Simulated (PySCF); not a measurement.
# GeSiH6O (SMILES [OH][GeH2][SiH3]) at HF/STO-3G

What is the energy change on altering one bond length of GeSiH6O at HF/STO-3G? Input form: a Python script.

The results are computed with PySCF 2.14.0.

2 further runs of the same task are left out: 2 set aside as unsound or not needed.

### Step 1. The structure to begin with

GeSiH6O has 9 atoms, charge 0, and is taken as a singlet. As SMILES, `[OH][GeH2][SiH3]`. The coordinates come from a PBE0-D4/def2-TZVP relaxation. This is one conformer, not always the lowest.

Bond lengths: O1–Ge2 1.791 Å, Ge2–Si3 2.389 Å, O1–H4 0.960 Å, Ge2–H5 1.546 Å, Ge2–H6 1.536 Å, Si3–H7 1.488 Å, Si3–H8 1.488 Å, Si3–H9 1.486 Å. Some angles: O1–Ge2–Si3 109.9°, O1–Ge2–H5 109.2°, O1–Ge2–H6 103.6°, Si3–Ge2–H5 111.3°, Si3–Ge2–H6 113.0°, Ge2–O1–H4 112.4°, Ge2–Si3–H7 110.2°, Ge2–Si3–H8 109.3°, Ge2–Si3–H9 110.4°, H5–Ge2–H6 109.6°.

### Step 2. The energy at HF/STO-3G

File run.py:

```python
from pyscf import gto

mol = gto.M(
    atom='''
O   -1.665400   1.003200  -0.854800
Ge   0.086300   0.899600  -0.495500
Si   0.525800  -1.010700   0.870400
H   -1.973400   0.267900  -1.389000
H    0.873700   0.832100  -1.824400
H    0.388100   2.226700   0.215900
H    1.986000  -1.132800   1.128400
H    0.060100  -2.236200   0.166300
H   -0.192800  -0.896100   2.165800
''',
    verbose=3,
    charge=0,
    max_memory=1860,
    spin=0,
    basis='sto-3g',
)

myscf = mol.RHF()
myscf.conv_tol = 1e-10
myscf.kernel()
if not myscf.converged:
    myscf = myscf.newton().run(myscf.mo_coeff, myscf.mo_occ)

energy = myscf.e_tot
print(f'total energy: {energy:.8f} hartree')
```

Command:

```bash
$ OMP_NUM_THREADS=1 python run.py
```

Output:

```text
converged SCF energy = -2414.70811793481
total energy: -2414.70811793 hartree
```

Run time: 0.89 s. Hardware: 1 thread of Intel Xeon at 2.70GHz, shared host; peak memory 0.12 GiB.

### Step 3. The distorted shape, same level

File run.py:

```python
from pyscf import gto, scf

system = gto.Mole()
system.atom = '''
O       -1.295799       1.885562      -0.213759
Ge       0.455901       1.781962       0.145541
Si       0.895401      -0.128338       1.511441
H       -1.973400       0.267900      -1.389000
H        1.243301       1.714462      -1.183359
H        0.757701       3.109062       0.856941
H        2.355601      -0.250438       1.769441
H        0.429701      -1.353838       0.807341
H        0.176801      -0.013738       2.806841
'''
system.verbose = 3
system.charge = 0
system.max_memory = 1860
system.basis = 'sto-3g'
system.build()

mf = scf.RHF(system)
mf.conv_tol = 1e-10
mf.kernel()
if not mf.converged:
    mf = mf.newton().run(mf.mo_coeff, mf.mo_occ)

e_tot = mf.e_tot
print('E(%s) = %.9f' % ('HF', e_tot))
```

Command:

```bash
$ OMP_NUM_THREADS=1 python run.py
```

Output:

```text
converged SCF energy = -2414.39859063583
E(HF) = -2414.398590636
```

It took 0.85 s on 1 thread of Intel Xeon at 2.70GHz, shared host; peak memory 0.1 GiB.

### Step 4. Summary of results

At HF/STO-3G:

| quantity | value |
| --- | --- |
| first shape: total energy | -2414.70812 Eh |
| first shape: dipole moment | 1.56 D |
| first shape: HOMO energy | -8.03 eV |
| first shape: LUMO energy | 10.61 eV |
| first shape: HOMO–LUMO gap | 18.64 eV |
| distorted shape: total energy | -2414.39859 Eh |
| distorted shape: dipole moment | 1.80 D |
| distorted shape: HOMO energy | -6.28 eV |
| distorted shape: LUMO energy | 3.33 eV |
| distorted shape: HOMO–LUMO gap | 9.61 eV |
| energy change with the O1–H4 bond stretched from 0.960 to 2.111 Å | 8.423 eV |

What this shows: One bond (distorted shape) is far stretched, which a spin-restricted single reference describes badly; a broken-symmetry solution may lie lower. With the O1–H4 bond stretched from 0.960 to 2.111 Å the energy rises by 8.42 eV (813 kJ/mol). The first shape isn't relaxed at this level, so the change isn't measured from a minimum. A restricted reference can't describe the breaking bond well at this length. The minimal basis adds a large error of its own.
